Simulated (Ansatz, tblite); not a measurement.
SnTeS: GFN1-xTB, run from Python

These are simulated results from tblite 0.8.0, not measurements. The cell was built from a prototype and was relaxed with r2SCAN in plane waves (Ansatz 0.2.0). It may be hypothetical. It is a single sheet, repeated along a and b, with vacuum along c. All runs are without spin polarisation.

In-plane lattice: a = 3.897 Å, b = 3.897 Å, γ = 120.0°; thickness between the outer nuclei 3.22 Å. Sn has 3 S at 2.65 Å and 3 Te at 2.89 Å; S has 3 Sn at 2.65 Å; Te has 3 Sn at 2.89 Å.

tblite solves periodic systems at the zone centre alone, so the script builds a cluster of 3×3×1 conventional cells (27 atoms), which folds in a coarse mesh of k points.

The script, run.py:

```python
import json
from ase import Atoms
from ase.build import make_supercell
from ase.units import Bohr, GPa, Hartree
from tblite.interface import Calculator

atoms = Atoms(['Sn', 'S', 'Te'],
              cell=[[3.89702071, 0.0, 0.0], [-1.94851035, 3.37491893, 0.0], [0.0, 0.0, 30.14874485]],
              scaled_positions=[[0.0, 0.0, 0.303113537], [0.333333333, 0.666666667, 0.349632402], [0.666666667, 0.333333333, 0.242813731]],
              pbc=True)
cluster = make_supercell(atoms, [[3, 0, 0], [0, 3, 0], [0, 0, 1]])
calc = Calculator('GFN1-xTB', cluster.numbers, cluster.positions / Bohr, lattice=cluster.cell[:] / Bohr, periodic=cluster.pbc)
calc.set('temperature', 0.02 / Hartree)
calc.set('max-iter', 150)
res = calc.singlepoint()
levels = res.get('orbital-energies') * Hartree
nv = round(res.get('orbital-occupations').sum() / 2)
cells = len(cluster) // len(atoms)
out = {'energy_per_cell': res.get('energy') * Hartree / cells, 'homo': levels[nv - 1], 'lumo': levels[nv],
       'stress': (-res.get('virial') * Hartree / cluster.get_volume() / GPa).tolist(), 'charges': res.get('charges')[:len(atoms)].tolist(), 'electrons': 2 * nv / cells}
json.dump(out, open('results.json', 'w'))
for key, value in out.items():
    print(key, value)
```

Command: `python run.py`. It took 1 s on 1 thread of Intel(R) Xeon(R) Platinum 8488C (Sapphire Rapids), with other jobs on the host, peak memory 0.097 GiB.

The log:

```
------------------------------------------------------------
  cycle        total energy    energy error   density error
------------------------------------------------------------
      1     -88.77374592614  -8.8694308E+01   4.3095172E-01
      2     -67.92846034109   2.0845286E+01   9.0746299E-01
      3     -90.63509669120  -2.2706636E+01   1.8625708E-01
      4     -91.15698225335  -5.2188556E-01   8.6338275E-02
      5     -91.20337151584  -4.6389262E-02   3.3620362E-02
      6     -91.21485863664  -1.1487121E-02   1.1191491E-02
      7     -91.21667098594  -1.8123493E-03   3.3847163E-03
      8     -91.21680895605  -1.3797011E-04   1.4503699E-03
      9     -91.21682431470  -1.5358650E-05   1.0607558E-03
     10     -91.21684319116  -1.8876456E-05   1.2443175E-04
     11     -91.21684326895  -7.7791412E-08   9.5702288E-05
     12     -91.21684340507  -1.3612718E-07   1.1508307E-05
------------------------------------------------------------

 total:                                   0.522 sec
energy_per_cell -275.79297086885947
homo -9.681452944778012
lumo -9.352726510802041
stress [[-0.9593867815090626, -8.300037329735682e-07, 1.6304632545491042e-08], [-8.300037329285266e-07, -0.959387669172513, -9.858046377203415e-09], [1.6304632523754096e-08, -9.858046368181313e-09, -1.3707703133862756]]
charges [0.16183492592017462, -0.136656107572102, -0.025194377759969563]
electrons 16.0
```

The cycle table is in hartree for the whole cluster, and the lines after it are in eV (the energy for one cell). The printed stress is in GPa and positive in compression, and the pressure is its mean diagonal, here averaged over the vacuum too.

GFN1-xTB gives a gap of 0.33 eV. On the same cell, plane-wave PBE (Ansatz, 12×12×1 k points and the special points) gives no gap (an overlap of 0.25 eV at the points read) and r2SCAN no gap (an overlap of 0.09 eV at the points read); on shared hosts these took about 17 and 37 core-seconds on the 3-atom cell, against 1 for the script. Spin-orbit coupling, left out in all these runs, can cut or reorder the gap by tenths of an eV, up to about 1 eV with Pb or Bi. It shows a gap where PBE has none, though the cluster may miss the k points where PBE's bands overlap. xTB was fitted to molecules, so gaps, charges and pressures of solids can be far off, and the gap also depends on the size of the cluster.

xTB was fitted mostly to molecules, and a small cluster samples few k points, so gaps, pressures and kinks along a curve can be far from a solid's.

No spin-orbit coupling is included; it can move band edges with weight on the heavy atoms by tenths of an eV.
